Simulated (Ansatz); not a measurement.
# CH10AlN3: the cost of one run

Program: Ansatz 0.2.0. Level of theory: UKS B3LYP/def2-SVP. These are calculated values, not measurements.

**1. The structure to begin with**

Bond lengths: Al1–N2 2.237 Å, N2–C3 1.448 Å, Al1–N4 1.777 Å, Al1–N5 1.777 Å, N2–H8 1.016 Å, C3–H9 1.098 Å, C3–H10 1.090 Å, C3–H11 1.096 Å, N4–H12 1.011 Å, N4–H13 1.011 Å, N5–H14 1.012 Å, N5–H15 1.012 Å. Angles (14 of 18 angles, heavy atoms first): Al1–N2–C3 132.0°, N2–Al1–N4 111.5°, N2–Al1–N5 114.3°, N4–Al1–N5 128.3°, Al1–N2–H8 114.2°, C3–N2–H8 109.8°, N2–C3–H9 111.2°, N2–C3–H10 109.0°, N2–C3–H11 111.8°, Al1–N4–H12 124.3°, Al1–N4–H13 127.1°, Al1–N5–H14 127.7°, Al1–N5–H15 123.3°, H9–C3–H10 108.5°.

As a file:

```xyz
15

Al   -0.2847    0.9856   -0.3683
N     0.5586   -1.0707   -0.1133
C     0.4432   -2.0395    0.9568
N    -0.5988    1.3547   -2.0784
N    -1.1212    1.6173    1.0665
H     1.3692   -0.0012   -0.0037
H     1.6860    0.9324   -0.0192
H     0.7669   -1.5468   -0.9867
H     1.3951   -2.5590    1.1269
H     0.1630   -1.5220    1.8745
H    -0.3206   -2.7953    0.7411
H    -0.2591    0.8009   -2.8526
H    -1.0612    2.1729   -2.4512
H    -1.9210    2.2363    1.0941
H    -0.8154    1.4342    2.0134
```

**2. Pulling towards end A**

Springs on the bonds that form and break draw the guess towards this end; the thresholds are loose.

input.yaml

```yaml
crystal:
  periodic: [false, false, false]
  atoms:
    - { symbol: Al, position_ang: [-0.2847, 0.9856, -0.3683] }
    - { symbol: "N", position_ang: [0.5586, -1.0707, -0.1133] }
    - { symbol: C, position_ang: [0.4432, -2.0395, 0.9568] }
    - { symbol: "N", position_ang: [-0.5988, 1.3547, -2.0784] }
    - { symbol: "N", position_ang: [-1.1212, 1.6173, 1.0665] }
    - { symbol: H, position_ang: [1.3692, -0.0012, -0.0037] }
    - { symbol: H, position_ang: [1.686, 0.9324, -0.0192] }
    - { symbol: H, position_ang: [0.7669, -1.5468, -0.9867] }
    - { symbol: H, position_ang: [1.3951, -2.559, 1.1269] }
    - { symbol: H, position_ang: [0.163, -1.522, 1.8745] }
    - { symbol: H, position_ang: [-0.3206, -2.7953, 0.7411] }
    - { symbol: H, position_ang: [-0.2591, 0.8009, -2.8526] }
    - { symbol: H, position_ang: [-1.0612, 2.1729, -2.4512] }
    - { symbol: H, position_ang: [-1.921, 2.2363, 1.0941] }
    - { symbol: H, position_ang: [-0.8154, 1.4342, 2.0134] }
magnetization:
  spin_polarized: true
basis:
  gaussian: { orbitals: def2-SVP }
hamiltonian:
  xc: b3lyp
relax:
  f_tol: 0.15
  max_steps: 25
  restrain:
    - { distance: [0, 6], at: 2.82, k: 30.0 }
    - { distance: [5, 1], at: 2.32, k: 30.0 }
    - { distance: [0, 1], at: 1.92, k: 30.0 }
    - { distance: [5, 6], at: 0.62, k: 30.0 }
output:
  orbitals: {}
```

Launch:

```
ansatz run input.yaml --threads 4 --pin off --max-ram 5120MiB --backend cpu --events-out ev --progress --plain --runs-dir out
```

**Question.** How long does this run take on 4 threads of Arm Neoverse N1, shared host, and how much memory does it need?

About 49 s, with a peak of 0.4 GiB.
